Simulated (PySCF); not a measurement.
Wanted: a Python script for a PySCF 2.14.0 run.

- Task: density of states
- Functional: PBE
- Potentials or basis: DZVP-MOLOPT-SR/GTH-PBE (potentials made for PBE)
- k mesh: 3 × 3 × 3
- Occupations: fermi-dirac, width 0.05 eV
- Spin: no spin polarisation
- Symmetry: yes
- Density cutoff: 168 Ha
- Exponents discarded below (exp_to_discard): 0.02 1/bohr^2
- Potentials: C GTH-PBE-q4, W GTH-PBE-q14
- Gaussian width of the DOS: 0.15 eV
- conv_tol: 1e-07 Ha
- max_cycle: 60
- Coulomb method: multigrid

The structure of WC (Qusongite) lies in WC.xyz:

```xyz
2
Lattice="2.9065000000 0.0000000000 0.0000000000 -1.4532500000 2.5171028361 0.0000000000 0.0000000000 0.0000000000 2.8366000000" Properties=species:S:1:pos:R:3 pbc="T T T"
W      0.0000000000      0.0000000000      0.0000000000
C      1.4532500001      0.8390342786      1.4183000000
```

The input as run:

run.py

```python
import json
import numpy as np
from pyscf.pbc import gto, scf, dft, df

cell = gto.Cell()
cell.basis = {'C': 'DZVP-MOLOPT-SR-GTH-q4', 'W': 'DZVP-MOLOPT-SR-GTH-q14'}
cell.pseudo = {'C': 'GTH-PBE-q4', 'W': 'GTH-PBE-q14'}
cell.fromfile('WC.xyz')
cell.ke_cutoff = 168  # hartree
cell.exp_to_discard = 0.02
cell.precision = 1e-08
cell.space_group_symmetry = True
cell.symmorphic = False
cell.max_memory = 5880  # MB
cell.verbose = 4
cell.build()

res = {}
kpts = cell.make_kpts([3, 3, 3], space_group_symmetry=True, time_reversal_symmetry=True)
cell.space_group_symmetry = False  # the mesh holds the operations; no search on the supercells of the integral code
mf = dft.KRKS(cell, kpts, xc='pbe')
mf = mf.multigrid_numint()
mf = mf.smearing(sigma=0.00183747, method='fermi')  # hartree
mf.conv_tol = 1e-07
mf.max_cycle = 60

mf.kernel()
res.update(converged=bool(mf.converged), e_tot=mf.e_tot, nelec=cell.nelectron, nao=cell.nao, mesh=list(map(int, cell.mesh)), a=cell.lattice_vectors().tolist(), coords=cell.atom_coords().tolist(),
           mo_energy=[np.real(x).tolist() for x in mf.mo_energy], mo_occ=[np.real(x).tolist() for x in mf.mo_occ])
res.update(e_free=mf.e_free, e_zero=mf.e_zero)
res.update(kpts=kpts.kpts_scaled_ibz.tolist(), weights=kpts.weights_ibz.tolist())
res['parts'] = {k: float(np.real(v)) for k, v in mf.scf_summary.items() if np.isscalar(v)}
json.dump(res, open('results.json', 'w'))
if not mf.converged:
    raise SystemExit('SCF not converged')

print('levels (eV)')
for i, kp in enumerate(res['kpts'][:40]):
    print('k %7.4f %7.4f %7.4f  ' % tuple(kp), ' '.join('%.3f' % (x * 27.211386) for x in res['mo_energy'][i][:14]))

mf = mf.to_khf()  # unfold to the whole mesh
kpts = mf.kpts
# Mulliken populations
dm, s = np.asarray(mf.make_rdm1()), np.asarray(mf.get_ovlp())
sites = cell.aoslice_by_atom()[:, 2:]
tot = np.einsum('kij,kji->i', dm, s).real / len(kpts)
res['mulliken'] = [cell.atom_charge(i) - tot[a0:a1].sum() for i, (a0, a1) in enumerate(sites)]
print('Mulliken charges', np.round(res['mulliken'], 5))

# density of states, Gaussians of 0.15 eV
e = np.asarray(mf.mo_energy).real.reshape(1, -1) * 27.211386
ef = mf.get_fermi()
ef = np.max(ef) * 27.211386
x = np.arange(-15, 10.01, 0.1) + round(ef, 1)
dos = np.exp(-((x[:, None, None] - e) / 0.15) ** 2 / 2).sum(-1).T / (0.15 * np.sqrt(2 * np.pi) * len(kpts)) * 2
res.update(dos_e=x.tolist(), dos=dos.tolist())
for a, b in zip(x[::5], dos.T[::5]):
    print('%8.2f' % a, ' '.join('%9.4f' % y for y in b))
res['done'] = True
json.dump(res, open('results.json', 'w'))
```

Potentials or basis: DZVP-MOLOPT-SR/GTH-PBE (potentials made for PBE).

Command:

```sh
$ OMP_NUM_THREADS=4 python -u run.py > log
```

Results of the run:

```json
{
 "Band gap on the k mesh": "none (metal or under the smearing width)",
 "Mulliken charges": "W +0.13; C -0.13 e"
}
```

Caveat: the k mesh is coarse (spacing up to 0.83 Å⁻¹), so the values aren't converged; Mulliken charges move with the basis; the basis of atomic orbitals isn't converged, which shifts pressures, moduli and gaps.

Run time: 8.9 min on 4 threads of AMD EPYC (Zen 3), on a shared host, peak memory 0.64 GiB.
